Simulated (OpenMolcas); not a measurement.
# Co⁴⁺ among point charges: CASSCF and CASPT2 levels and susceptibility

How does a field of 6 point charges split the states of Co⁴⁺, and what χT follows?

The numbers are computed with OpenMolcas 26.06 (state-averaged CASSCF and CASPT2, spin-orbit coupling by RASSI with atomic mean-field integrals), except any that are marked as measured or tabulated.

### Step 1. Starting point

| Item | Value |
| --- | --- |
| Species | Co⁴⁺ (cobalt, Z = 27, 23 electrons) |
| Basis | ANO-RCC-VDZP [5s4p2d1f], 34 functions |
| Scalar Hamiltonian | DKH2, point nucleus |
| Inactive shells | 1s 2s 2p 3s 3p |
| Active space | 5 electrons in 5 orbitals (3d) |
| Some configurations of this space | 3d5 |
| Orbitals | optimised for each spin and parity, averaged over all roots |

The outer shells:

3d5
```
3d [↑ ][↑ ][↑ ][↑ ][↑ ]
```

The ion sits among 6 point charges of -1 e arranged as an octahedron (Oh), 2.03 Å from the ion.

The work runs as a chain of OpenMolcas steps in one folder; each step below is one input file. Labels, J, g values, rates, χT and fits are worked out afterwards by a script from the matrices that RASSI stores. The input lists half of the charges; inversion (Group=XYZ) makes the rest.

### Step 2. One- and two-electron integrals

File a.inp:

```
&GATEWAY
Coord
1

Co 0.0 0.0 0.0
Basis=ANO-RCC-VDZP
Group=XYZ
NoMove
AngMom=0.0 0.0 0.0
AMFI
XField
3 Angstrom 0
2.030000 0.000000 0.000000 -1.000000
0.000000 2.030000 0.000000 -1.000000
0.000000 0.000000 2.030000 -1.000000
&SEWARD
```

### Step 3. CASSCF: sextets of even parity, 1 root

File a.inp:

```
&RASSCF
FileOrb=start.orb
Symmetry=1
Spin=6
nActEl=5 0 0
Inactive=3 6
Ras2=5 0
CIRoot=1 1 1
SDav=1
CIMx=300
Iter=120 100
PrWF=0.3
OrbListing=Nothing
MaxOrb=0
>>> COPY $Project.JobIph JOB001
```

start.orb holds the contracted functions of the basis, ordered by shell, or the orbitals of the step before.

### Step 4. CASSCF: quartets of even parity, 24 roots

File a.inp:

```
&RASSCF
FileOrb=start.orb
Symmetry=1
Spin=4
nActEl=5 0 0
Inactive=3 6
Ras2=5 0
CIRoot=24 24 1
SDav=24
CIMx=300
Iter=120 100
PrWF=0.3
OrbListing=Nothing
MaxOrb=0
>>> COPY $Project.JobIph JOB002
```

### Step 5. Reference wave functions, doublets of even parity, 75 roots

File a.inp:

```
&RASSCF
FileOrb=start.orb
Symmetry=1
Spin=2
nActEl=5 0 0
Inactive=3 6
Ras2=5 0
CIRoot=75 75 1
SDav=75
CIMx=300
Iter=120 100
PrWF=0.3
OrbListing=Nothing
MaxOrb=0
>>> COPY $Project.JobIph JOB003
```

### Step 6. State interaction with spin-orbit coupling

File a.inp:

```
&RASSI
NrOfJobIphs=3 1 24 75
1
1 2 3 4 5 6 7 8 9 10 11 12 13 14 15 16 17 18 19 20 21 22 23 24
1 2 3 4 5 6 7 8 9 10 11 12 13 14 15 16 17 18 19 20 21 22 23 24 25 26 27
28 29 30 31 32 33 34 35 36 37 38 39 40 41 42 43 44 45 46 47 48 49 50 51
52 53 54 55 56 57 58 59 60 61 62 63 64 65 66 67 68 69 70 71 72 73 74 75
IphNames
JOB001
JOB002
JOB003
EJob
SpinOrbit
DIPRint=1.0
SOCoupling=1000.0
Subsets=2
Property=9
'ANGMOM' 1 'ANGMOM' 2 'ANGMOM' 3 'MLTPL  1' 1 'MLTPL  1' 2 'MLTPL  1' 3
'AMFI' 1 'AMFI' 2 'AMFI' 3
SOProperty=3
'ANGMOM' 1 'ANGMOM' 2 'ANGMOM' 3
```

### Step 7. CASPT2: IPEA 0.25, imaginary shift 0.1 (closed shells correlated: 3s 3p)

File a.inp:

```
>>> COPY JOB001 $Project.JobIph
&CASPT2
Multistate=1 1
Frozen=2 3
IPEA=0.25
Imaginary=0.1
MaxIter=60
WThr=0.0 0.3 0.05
PrWF=0.5
NoMix
>>> COPY JOB002 $Project.JobIph
&CASPT2
Multistate=24 1 2 3 4 5 6 7 8 9 10 11 12 13 14 15 16 17 18 19 20 21 22
23 24
NoMult
Frozen=2 3
IPEA=0.25
Imaginary=0.1
MaxIter=60
WThr=0.0 0.3 0.05
PrWF=0.5
NoMix
>>> COPY JOB003 $Project.JobIph
&CASPT2
Multistate=75 1 2 3 4 5 6 7 8 9 10 11 12 13 14 15 16 17 18 19 20 21 22
23 24 25 26 27 28 29 30 31 32 33 34 35 36 37 38 39 40 41 42 43 44 45 46
47 48 49 50 51 52 53 54 55 56 57 58 59 60 61 62 63 64 65 66 67 68 69 70
71 72 73 74 75
NoMult
Frozen=2 3
IPEA=0.25
Imaginary=0.1
MaxIter=60
WThr=0.0 0.3 0.05
PrWF=0.5
NoMix
```

(Steps that only read results are left out.)

Q: Predict the outcome of this session. Wanted: spin-free ground state; lowest level; next level.

**Answer**, as computed:

| quantity | value |
| --- | --- |
| method | SS-CASPT2, IPEA 0.25, imaginary shift 0.1 (closed shells correlated: 3s 3p) |
| spin-free ground state | 6A1, 1-fold in its orbital part |
| lowest level | 6-fold |
| next level | 39876.8 cm⁻¹ |
| χT at 300 K | 4.38 cm³ K/mol |
| effective moment at 300 K | 5.92 μB |

Cost by method:

```tsv
method	time of its own steps	time with the reference
A. CASSCF	16 s	16 s
B. SS-CASPT2, IPEA 0.25, imaginary shift 0.1, +3s 3p	4.5 s	20 s
```

Times are of one thread on a shared host.

In words: The spin-free ground state (6A1) comes to 100 % from free-ion S terms and keeps the highest spin of the shell. χT at 300 K is 4.38, against 4.39 cm³ K/mol for the spin alone, as a half-filled shell (L = 0) has no orbital moment. An active space of the d shell alone favours high spin; real ions in strong fields can be low spin. CASPT2 does not keep the components of a term degenerate, and the means are used. The field of point charges can differ much from that of real complexes. With metal d orbitals alone active, the gaps between spin states are rough; where two lie within a few thousand cm-1, their order is open. This is an electrostatic model: the charges have no orbitals.
